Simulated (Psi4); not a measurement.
# AlBH2OF2 (SMILES O[B](F)[AlH][F]) at CCSD(T)/6-31G(d) (spherical functions)

Aim: the energy change on altering one bond length of AlBH2OF2 at CCSD(T)/6-31G* (spherical functions), from 2 runs. 

Program for the calculation: Psi4 1.11.

### 1 The structure to begin with

The species is AlBH2OF2 (7 atoms), meant as a singlet with charge 0. As SMILES, `O[B](F)[AlH][F]`. Geometry: relaxed at PBE0-D4/def2-TZVP. This is one conformer, not always the lowest.

Bond lengths: O1–B2 1.351 Å, B2–F3 1.331 Å, B2–Al4 2.153 Å, Al4–F5 1.661 Å, O1–H6 0.961 Å, Al4–H7 1.580 Å. Angles: O1–B2–F3 115.5°, O1–B2–Al4 122.4°, F3–B2–Al4 122.1°, B2–Al4–F5 111.0°, B2–O1–H6 113.4°, B2–Al4–H7 132.2°, F5–Al4–H7 116.8°.

### 2 A single-point energy at CCSD(T)/6-31G(d) (spherical functions)

File albf2h2o.xyz:

```xyz
7
AlBF2H2O
O      0.462300    -0.166500     1.769000
B      0.511800    -0.675600     0.519100
F      1.170800    -1.824800     0.394500
Al    -0.411500     0.301600    -1.162100
F     -1.152700     1.713100    -0.697800
H     -0.019900     0.662300     1.825000
H     -0.499600    -0.078200    -2.693300
```

File calc.py:

```python
import psi4

psi4.set_memory('2200 MB')
psi4.set_num_threads(1)
psi4.set_output_file('albf2h2o.out', False)

with open('albf2h2o.xyz') as f:
    atoms = ''.join(f.readlines()[2:])
m = psi4.geometry('0 1\n' + atoms + 'symmetry c1')

psi4.set_options(dict(basis='6-31G*', puream=True, e_convergence=1e-09, d_convergence=1e-08, scf_type='pk', num_frozen_docc=9))

e_tot = psi4.energy("ccsd(t)", molecule=m)
print(f'total energy {e_tot:.8f} hartree = {e_tot * 27.211386:.5f} eV')
```

Launch:

```sh
python calc.py
```

albf2h2o.out:

```text
[...]
  Running in c1 symmetry.
[...]
  Nuclear repulsion =  190.104529715395870
[...]
  Multiplicity = 1
[...]
  Nalpha       = 23
  Nbeta        = 23
[...]
    Number of basis functions: 78
[...]
   @RHF iter   1:  -541.54451162827093   -1.39083e+00   6.96574e-03 ADIIS/DIIS
[...]
   @RHF iter  12:  -541.65683386365413   -1.93268e-12   3.66001e-09 DIIS
[...]
    Orbital Energies [Eh]
    ---------------------
    Doubly Occupied:
       1A    -58.483546     2A    -26.288368     3A    -26.249697
       4A    -20.589864     5A     -7.673073     6A     -4.909766
       7A     -3.225150     8A     -3.222966     9A     -3.220688
      10A     -1.600289    11A     -1.530981    12A     -1.383300
      13A     -0.800259    14A     -0.726517    15A     -0.677504
      16A     -0.665144    17A     -0.652862    18A     -0.625542
      19A     -0.614160    20A     -0.607393    21A     -0.540953
      22A     -0.507370    23A     -0.401895
[...]
  @RHF Final Energy:  -541.65683386365413
   => Energetics <=
    Nuclear Repulsion Energy =            190.1045297153958700
    One-Electron Energy =               -1133.1281570699084114
    Two-Electron Energy =                 401.3667934908584130
    Total Energy =                       -541.6568338636541284
[...]
 Multipole Moments:
 ------------------------------------------------------------------------------------
     Multipole            Electronic (a.u.)      Nuclear  (a.u.)        Total (a.u.)
 ------------------------------------------------------------------------------------
 L = 1.  Multiply by 2.5417464519 to convert [e a0] to [Debye]
 Dipole X            :          0.3754056           -0.5732381           -0.1978325
 Dipole Y            :         -0.6964161            0.9464908            0.2500747
 Dipole Z            :         -0.2127981           -0.0166682           -0.2294664
 Magnitude           :                                                    0.3928484
[...]
      * MP2 total energy                      = -542.298629714722551
[...]
      * CCSD total energy                     = -542.319299419332765
[...]
      * CCSD(T) total energy                  = -542.332820719823985
```

Standard output:

```text
total energy -542.33282072 hartree = -14757.62773 eV
```

Run time: 33 s. Hardware: 1 thread of Intel Xeon Platinum 8259CL at 2.50GHz (Skylake/Cascade Lake), shared host; peak memory 0.41 GiB.

### 3 The distorted shape, same level

File albf2h2o.xyz:

```xyz
7
AlBF2H2O
O      0.532780     0.137339     2.993956
B      0.582280    -0.371761     1.744056
F      1.241280    -1.520961     1.619456
Al    -0.341020     0.605439     0.062856
F     -1.082220     2.016939     0.527156
H      0.050580     0.966139     3.049956
H     -0.499600    -0.078200    -2.693300
```

File calc.py:

```python
import psi4

psi4.set_memory(2200000000)
psi4.set_num_threads(1)
psi4.core.set_output_file('run.log', False)

with open('albf2h2o.xyz') as f:
    atoms = ''.join(f.readlines()[2:])
molecule = psi4.geometry('0 1\n' + atoms + 'symmetry c1')

psi4.set_options({
    'reference': 'rhf',
    'puream': True,
    'e_convergence': 1e-09,
    'd_convergence': 1e-08,
    'scf_type': 'pk',
    'num_frozen_docc': 9,
})

energy_value, wavefunction = psi4.energy('ccsd(t)/6-31G*', return_wfn=True)
print(f'total energy {energy_value:.8f} hartree = {energy_value * 27.211386:.5f} eV')
```

Launch:

```sh
python calc.py
```

run.log:

```text
[...]
  Running in c1 symmetry.
[...]
  Nuclear repulsion =  187.017463964576166
[...]
  Multiplicity = 1
[...]
  Nalpha       = 23
  Nbeta        = 23
[...]
    Number of basis functions: 78
[...]
   @RHF iter   1:  -541.40989174542563   -1.41091e+00   7.03121e-03 ADIIS/DIIS
[...]
   @RHF iter  12:  -541.53014102820157   -1.47793e-12   3.99807e-09 DIIS
[...]
    Orbital Energies [Eh]
    ---------------------
    Doubly Occupied:
       1A    -58.561913     2A    -26.311015     3A    -26.280025
       4A    -20.615925     5A     -7.710686     6A     -4.978547
       7A     -3.293642     8A     -3.291629     9A     -3.289568
      10A     -1.621843    11A     -1.559461    12A     -1.408319
      13A     -0.823335    14A     -0.748899    15A     -0.702600
      16A     -0.686341    17A     -0.676356    18A     -0.649773
      19A     -0.641641    20A     -0.631448    21A     -0.564690
      22A     -0.471850    23A     -0.319992
[...]
  @RHF Final Energy:  -541.53014102820157
   => Energetics <=
    Nuclear Repulsion Energy =            187.0174639645761658
    One-Electron Energy =               -1125.4162163091950788
    Two-Electron Energy =                 396.8686113164174003
    Total Energy =                       -541.5301410282015695
[...]
 Multipole Moments:
 ------------------------------------------------------------------------------------
     Multipole            Electronic (a.u.)      Nuclear  (a.u.)        Total (a.u.)
 ------------------------------------------------------------------------------------
 L = 1.  Multiply by 2.5417464519 to convert [e a0] to [Debye]
 Dipole X            :          0.5678716           -0.6407377           -0.0728662
 Dipole Y            :         -0.2128486            0.6555004            0.4426518
 Dipole Z            :          2.1290448           -1.1898240            0.9392208
 Magnitude           :                                                    1.0408582
[...]
      * MP2 total energy                      = -542.185865916529224
[...]
      * CCSD total energy                     = -542.222270519703784
[...]
      * CCSD(T) total energy                  = -542.239409541550003
```

The script printed:

```text
total energy -542.23940954 hartree = -14755.08588 eV
```

It took 38 s on 1 thread of Intel Xeon Platinum 8259CL at 2.50GHz (Skylake/Cascade Lake), shared host; peak memory 0.41 GiB.

### 4 What came out

At CCSD(T)/6-31G* (spherical functions), 9 core orbitals frozen:

```
                                                          quantity          value
                                         first shape: total energy  -542.33282 Eh
                  first shape: HOMO energy (Hartree–Fock orbitals)      -10.94 eV
                  first shape: LUMO energy (Hartree–Fock orbitals)        0.83 eV
                first shape: HOMO–LUMO gap (Hartree–Fock orbitals)       11.77 eV
          first shape: correlation energy (9 core orbitals frozen)     -676.0 mEh
                                       first shape: (T) correction     -13.52 mEh
                                        first shape: T1 diagnostic          0.016
                                     distorted shape: total energy  -542.23941 Eh
              distorted shape: HOMO energy (Hartree–Fock orbitals)       -8.71 eV
              distorted shape: LUMO energy (Hartree–Fock orbitals)        0.25 eV
            distorted shape: HOMO–LUMO gap (Hartree–Fock orbitals)        8.96 eV
      distorted shape: correlation energy (9 core orbitals frozen)     -709.3 mEh
                                   distorted shape: (T) correction     -17.14 mEh
                                    distorted shape: T1 diagnostic          0.024
energy change with the Al4–H7 bond stretched from 1.580 to 2.844 Å       2.542 eV
```

**Reading.** With the Al4–H7 bond stretched from 1.580 to 2.844 Å the energy rises by 2.54 eV (59 kcal/mol). The first shape isn't relaxed at this level, so the change isn't measured from a minimum. The triples (first shape) make up 2.0 % of the correlation energy. The T1 diagnostic (distorted shape) of 0.024 is above the customary mark for such species, so a single reference may not serve. The triples (distorted shape) make up 2.4 % of the correlation energy.
